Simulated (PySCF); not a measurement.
# C4H8B2OS: electronic excitations

Aim: predict the electronic excitations of C4H8B2OS (`C#CCSBOBC`).

Programs: PySCF 2.14.0, with density-fitted response routines of our own. Each step states its level of theory. These are calculated values for one molecule in the gas phase, unless marked as measured. Atoms are numbered from 0 throughout.

## 1. The starting structure

16 atoms, charge 0, multiplicity 1; geometry from: GFN2-xTB.

Bonds of the start (Å): C0–C1 1.20, C1–C2 1.44, C2–S3 1.85, S3–B4 1.81, B4–O5 1.30, O5–B6 1.31, B6–C7 1.59, C0–H8 1.05, C2–H9 1.09, C2–H10 1.09, B4–H11 1.17, B6–H12 1.18, C7–H13 1.09, C7–H14 1.09, C7–H15 1.09.

## 2. Excited states and response: PBE0/def2-SVPD

What the job is given:

```
{"job": {"kind": "uv", "xc": "PBE0", "basis": "def2-SVPD", "nstates": 8, "ntriplets": 3}, "charge": 0, "multiplicity": 1}
C     -1.666122     1.827618     0.428857
C     -1.784218     0.710930     0.013262
C     -1.909932    -0.658062    -0.408916
S     -1.760799    -1.815183     1.030223
B      0.018906    -1.785633     1.364795
O      0.837917    -1.120331     0.607028
B      1.580946    -0.417000    -0.207849
C      1.899611     1.112786     0.082108
H     -1.573351     2.817922     0.761603
H     -2.898073    -0.844571    -0.829773
H     -1.135871    -0.917102    -1.133020
H      0.383817    -2.424725     2.279197
H      2.024636    -0.958691    -1.161682
H      2.961577     1.248723     0.277700
H      1.348963     1.501769     0.934270
H      1.664393     1.730495    -0.781730
```

Method: TDDFT PBE0/def2-SVPD, vertical, gas phase, core orbitals frozen in the response.

Launch:

```sh
$ OMP_NUM_THREADS=1 python probes_run.py task.json out
```

One launch serves the whole session: the jobs run in the order shown.

The program printed:

```text
coarse grid: 14192 points
cycle   1  E = -679.4088372348  dE =  9.676e-01  |g| = 6.564e-01  |ddm| = 9.141e+00
cycle   2  E = -679.3145804407  dE =  9.426e-02  |g| = 9.627e-01  |ddm| = 2.414e+00
cycle   3  E = -679.4982516377  dE = -1.837e-01  |g| = 1.393e-01  |ddm| = 1.207e+00
cycle   4  E = -679.5023861898  dE = -4.135e-03  |g| = 4.109e-02  |ddm| = 2.877e-01
cycle   5  E = -679.5026646922  dE = -2.785e-04  |g| = 2.533e-02  |ddm| = 1.068e-01
cycle   6  E = -679.5028149079  dE = -1.502e-04  |g| = 6.391e-03  |ddm| = 4.256e-02
cycle   7  E = -679.5028254693  dE = -1.056e-05  |g| = 8.940e-04  |ddm| = 1.485e-02
cycle   8  E = -679.5028256893  dE = -2.201e-07  |g| = 2.097e-04  |ddm| = 2.708e-03
final grid: 133184 points
cycle   9  E = -679.5900753627  dE = -5.390e-05  |g| = 1.051e-02  |ddm| = 1.793e-01
cycle  10  E = -679.5900584676  dE =  1.690e-05  |g| = 1.406e-02  |ddm| = 3.709e-02
cycle  11  E = -679.5901013964  dE = -4.293e-05  |g| = 1.431e-03  |ddm| = 1.851e-02
cycle  12  E = -679.5901018504  dE = -4.540e-07  |g| = 4.324e-04  |ddm| = 2.989e-03
cycle  13  E = -679.5901018886  dE = -3.822e-08  |g| = 2.132e-04  |ddm| = 1.073e-03
cycle  14  E = -679.5901018983  dE = -9.695e-09  |g| = 7.060e-05  |ddm| = 3.833e-04
cycle  15  E = -679.5901018996  dE = -1.369e-09  |g| = 1.214e-05  |ddm| = 1.712e-04
cycle  16  E = -679.5901018997  dE = -3.047e-11  |g| = 3.435e-06  |ddm| = 2.675e-05
converged SCF energy = -679.5901018997

Static polarisability (au): isotropic 97.939, principal 81.776 97.472 114.569

Singlet excitations
state   eV       nm        f      main configurations
  1   5.6910    217.9   0.02242   H->L 0.47, H->L+2 0.27, H->L+1 0.20
  2   5.8231    212.9   0.00088   H->L+1 0.59, H->L 0.28
  3   6.1393    202.0   0.09092   H->L+2 0.59, H->L 0.14
  4   6.2031    199.9   0.03224   H-2->L+1 0.14, H-1->L+2 0.14, H-2->L 0.13
  5   6.5639    188.9   0.03135   H-1->L 0.23, H-2->L+1 0.17, H-2->L 0.17
  6   6.6136    187.5   0.01250   H->L+4 0.28, H-1->L+2 0.17, H-1->L+4 0.15
  7   6.6174    187.4   0.00230   H-2->L 0.22, H-2->L+1 0.20, H-4->L+1 0.17
  8   6.7045    184.9   0.02591   H->L+3 0.44, H-1->L 0.14, H-3->L 0.10

Triplet excitations (Tamm-Dancoff, eV): 4.9354 5.1297 5.4005
```

Run time: 98 s. Hardware: 1 thread of Arm Neoverse N1, shared host; peak memory 0.94 GiB.

Frontier orbitals and where they lie:

```csv
orbital,eV,atoms
HOMO−3,-8.82,"S3 34 %, O5 16 %, B4 14 %"
HOMO−2,-8.17,"C0 35 %, C1 34 %, C2 7 %"
HOMO−1,-8.12,"C0 34 %, C1 32 %, S3 14 %"
HOMO,-7.37,"S3 58 %, B4 8 %, C1 7 %"
LUMO,-0.38,"B4 20 %, O5 17 %, B6 16 %"
LUMO+1,-0.33,"B6 24 %, S3 15 %, O5 14 %"
LUMO+2,-0.11,"S3 28 %, B4 17 %, C2 11 %"
```

With each of the 8 states as a Gaussian band of 0.4 eV half-width at 1/e, the curve within the window shown has maxima at 199 nm (ε 6,100) L/(mol cm). Beyond the last state computed it falls off for lack of states. The curve at chosen wavelengths:

```json
{"nm": "177", "ε (L/mol/cm)": "1264"}
{"nm": "180", "ε (L/mol/cm)": "2066"}
{"nm": "182", "ε (L/mol/cm)": "2655"}
{"nm": "185", "ε (L/mol/cm)": "3536"}
{"nm": "188", "ε (L/mol/cm)": "4347"}
{"nm": "190", "ε (L/mol/cm)": "4833"}
{"nm": "193", "ε (L/mol/cm)": "5459"}
{"nm": "195", "ε (L/mol/cm)": "5783"}
{"nm": "198", "ε (L/mol/cm)": "6060"}
{"nm": "201", "ε (L/mol/cm)": "6017"}
{"nm": "203", "ε (L/mol/cm)": "5798"}
{"nm": "206", "ε (L/mol/cm)": "5226"}
{"nm": "209", "ε (L/mol/cm)": "4467"}
{"nm": "211", "ε (L/mol/cm)": "3922"}
{"nm": "214", "ε (L/mol/cm)": "3132"}
{"nm": "217", "ε (L/mol/cm)": "2434"}
{"nm": "219", "ε (L/mol/cm)": "2035"}
{"nm": "222", "ε (L/mol/cm)": "1533"}
{"nm": "225", "ε (L/mol/cm)": "1136"}
{"nm": "227", "ε (L/mol/cm)": "921"}
{"nm": "230", "ε (L/mol/cm)": "659"}
{"nm": "232", "ε (L/mol/cm)": "520"}
{"nm": "235", "ε (L/mol/cm)": "355"}
{"nm": "238", "ε (L/mol/cm)": "236"}
{"nm": "240", "ε (L/mol/cm)": "176"}
{"nm": "243", "ε (L/mol/cm)": "110"}
```

Ground-state properties from the same run:

```csv
property,computed
dipole moment (D),1.44
polarisability (Å³),14.51
HOMO–LUMO gap (eV),6.99
−ε(HOMO) (eV),7.37
```

## 3. Summary of results

```
                                quantity                        value
         lowest singlet (PBE0/def2-SVPD)  5.69 eV (218 nm), f = 0.022
brightest single state of those computed  state 3, 6.14 eV, f = 0.091
                          lowest triplet                      4.94 eV
```

The lowest singlet, at 5.69 eV, is HOMO→LUMO 0.47, HOMO→LUMO+2 0.27 and is weak; of the 8 states computed, the strongest absorption comes from state 3 at 6.14 eV. The lowest triplet lies 0.76 eV below the lowest singlet (triplets in Tamm-Dancoff, singlets in full TDDFT).
